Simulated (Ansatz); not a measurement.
# CSe: up Jacob's ladder to CCSD(T)

The task here is to estimate one member of a computed series from the others.

Computed with Ansatz 0.2.0, Gaussian basis. Level: functionals in def2-TZVPP, the program's frozen cores in correlated methods.

Levels to be run: LDA (SPW92), PBE-D4, revPBE-D4, BLYP-D4, r2SCAN-D4, B97M-V, PBE0-D4, B3LYP-D4, r2SCANh-D4, r2SCAN0-D4, HSE06-D4, BHLYP-D4, CAM-B3LYP-D4, LC-ωPBE, ωB97X-V, ωB97M-V, B2PLYP, PBE-QIDH; CCSD(T)/def2-SVP; CCSD(T)/def2-TZVPP; CCSD(T)/def2-QZVPP; extrapolation to the limit; RPA on PBE.

**The geometry**

All runs share one geometry, relaxed beforehand with PBE0-D4 in a triple-zeta def2 set.

2 atoms, charge 0, spin multiplicity 1.

Atoms are counted from 1 here; the program's logs count them from 0.

Bond lengths: C1–Se2 1.671 Å.

The first run:

The input, in.yaml:

```yaml
crystal:
  periodic: [false, false, false]
  atoms:
    - {symbol: C, position_ang: [-0.000000, -0.000000, -0.008551]}
    - {symbol: Se, position_ang: [0.000000, 0.000000, 1.662811]}
basis:
  gaussian: {orbitals: def2-TZVPP}
hamiltonian: {xc: lda}
output: {orbitals: {seedname: orbitals}}
```

The run is started by

```bash
ansatz run in.yaml --threads 2 --pin off --events-out ev --progress --plain --max-ram 32768MiB --backend cpu
```

Steps of the session up to this table: LDA; PBE-D4 (GGA); revPBE-D4 (GGA); BLYP-D4 (GGA); r2SCAN-D4 (meta-GGA); B97M-V (meta-GGA); B3LYP-D4 (hybrid); r2SCANh-D4 (hybrid); r2SCAN0-D4 (hybrid); HSE06-D4 (hybrid); BHLYP-D4 (hybrid); CAM-B3LYP-D4 (range-separated); LC-ωPBE (range-separated); ωB97X-V (range-separated); ωB97M-V (range-separated); B2PLYP (double hybrid); PBE-QIDH (double hybrid).

One table of the session follows, with a row left open; its other results are not shown here.

It belongs to the step «Orbital energies across the functionals». 

| functional | HOMO (eV) | LUMO (eV) | gap (eV) |
| --- | --- | --- | --- |
| LDA (SPW92) | -7.19 | -3.67 | 3.52 |
| PBE-D4 | -7.08 | -3.46 | 3.62 |
| revPBE-D4 | -7.05 | -3.39 | 3.66 |
| BLYP-D4 | -6.98 | -3.33 | 3.65 |
| r2SCAN-D4 | -7.45 | -3.35 | 4.10 |
| B97M-V | -7.57 | -3.22 | 4.35 |
| PBE0-D4 | -8.55 | -2.52 | 6.04 |
| B3LYP-D4 | -8.32 | -2.74 | 5.58 |
| r2SCANh-D4 | -7.99 | -2.99 | 5.00 |
| r2SCAN0-D4 | -8.80 | -2.45 | 6.35 |
| HSE06-D4 | -8.15 | -2.91 | 5.24 |
| BHLYP-D4 | -9.97 | -1.45 | 8.51 |
| CAM-B3LYP-D4 | -10.01 | -1.36 | 8.65 |
| LC-ωPBE | ? | ? | ? |
| ωB97X-V | -11.05 | -0.26 | 10.79 |
| ωB97M-V | -10.89 | -0.29 | 10.60 |

**Question.** Estimate the row for LC-ωPBE.

The run gave: HOMO (eV): -11.42; LUMO (eV): -0.22; gap (eV): 11.20. In the column «HOMO (eV)» it is the lowest.
